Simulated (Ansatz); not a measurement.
# C₃H₆OSi: one species, many methods

One table from this session's results is given with a row withheld; the runs are named, their logs left out.

Method: functionals in def2-TZVPP, the program's frozen cores in correlated methods; program: Ansatz 0.2.0, Gaussian basis.

The runs, in order: PBE-D4, r2SCAN-D4, PBE0-D4, B3LYP-D4, ωB97X-V, ωB97M-V, B2PLYP; CCSD(T)/def2-TZVPP; MP2/def2-QZVPP; extrapolation to the limit.

## The geometry

The geometry comes from an earlier relaxation with PBE0-D4 in a triple-zeta def2 set; it is a stationary point, not always the lowest conformer.

SMILES `COC#C[SiH3]`, 11 atoms, charge 0, spin multiplicity 1.

Atoms are counted from 1 here; the program's logs count them from 0.

Bond lengths: C1–O2 1.436 Å, C1–H6 1.091 Å, C1–H7 1.087 Å, C1–H8 1.091 Å, O2–C3 1.285 Å, C3–C4 1.210 Å, C4–Si5 1.806 Å, Si5–H9 1.486 Å, Si5–H10 1.486 Å, Si5–H11 1.486 Å. Angles: O2–C1–H6 109.9°, O2–C1–H7 105.9°, O2–C1–H8 109.9°, H6–C1–H7 110.5°, H6–C1–H8 110.2°, H7–C1–H8 110.5°, C1–O2–C3 115.1°, O2–C3–C4 178.6°, C3–C4–Si5 179.6°, C4–Si5–H9 109.5°, C4–Si5–H10 110.6°, C4–Si5–H11 110.6°, H9–Si5–H10 108.8°, H9–Si5–H11 108.8°, H10–Si5–H11 108.6°.

The first run:

Contents of in.yaml:

```yaml
crystal:
  periodic: [false, false, false]
  atoms:
    - {symbol: C, position_ang: [0.156689, -1.867120, 1.686769]}
    - {symbol: O, position_ang: [1.004064, -1.449842, 0.605314]}
    - {symbol: C, position_ang: [0.585056, -0.428242, -0.051740]}
    - {symbol: C, position_ang: [0.214932, 0.532502, -0.688363]}
    - {symbol: Si, position_ang: [-0.325728, 1.966374, -1.644579]}
    - {symbol: H, position_ang: [0.060039, -1.059804, 2.414627]}
    - {symbol: H, position_ang: [0.647461, -2.727266, 2.135671]}
    - {symbol: H, position_ang: [-0.825531, -2.145984, 1.301580]}
    - {symbol: H, position_ang: [-1.608418, 2.474548, -1.093234]}
    - {symbol: H, position_ang: [0.687207, 3.050968, -1.576271]}
    - {symbol: H, position_ang: [-0.530572, 1.596965, -3.068876]}
basis:
  gaussian: {orbitals: def2-TZVPP}
hamiltonian: {xc: pbe, dispersion: d4}
output: {forces: true, orbitals: {seedname: orbitals}}
```

Command:

```sh
$ ansatz run in.yaml --threads 4 --pin off --events-out ev --progress --plain --max-ram 10444MiB
```

Steps of the session up to this table: PBE-D4 (GGA); r2SCAN-D4 (meta-GGA); PBE0-D4 (hybrid); B3LYP-D4 (hybrid); ωB97X-V (range-separated); ωB97M-V (range-separated); B2PLYP (double hybrid); CCSD(T) in def2-TZVPP; MP2 in def2-QZVPP.

One of the session's tables, all rows but one given; the rest of the session is left out.

```
            method  atomisation energy (eV)
            PBE-D4                   44.618
         r2SCAN-D4                        ?
           PBE0-D4                   43.688
          B3LYP-D4                   43.639
           ωB97X-V                   43.664
           ωB97M-V                   43.688
            B2PLYP                   43.248
     HF/def2-TZVPP                   31.507
    MP2/def2-TZVPP                   43.285
   CCSD/def2-TZVPP                   41.692
CCSD(T)/def2-TZVPP                   42.420
           MP2/CBS                   44.412
       CCSD(T)/CBS                   43.547
```

Estimate the missing values for r2SCAN-D4.

As computed: atomisation energy (eV): 43.725. In the column «atomisation energy (eV)» it lies between ωB97M-V (43.688) and MP2/CBS (44.412).
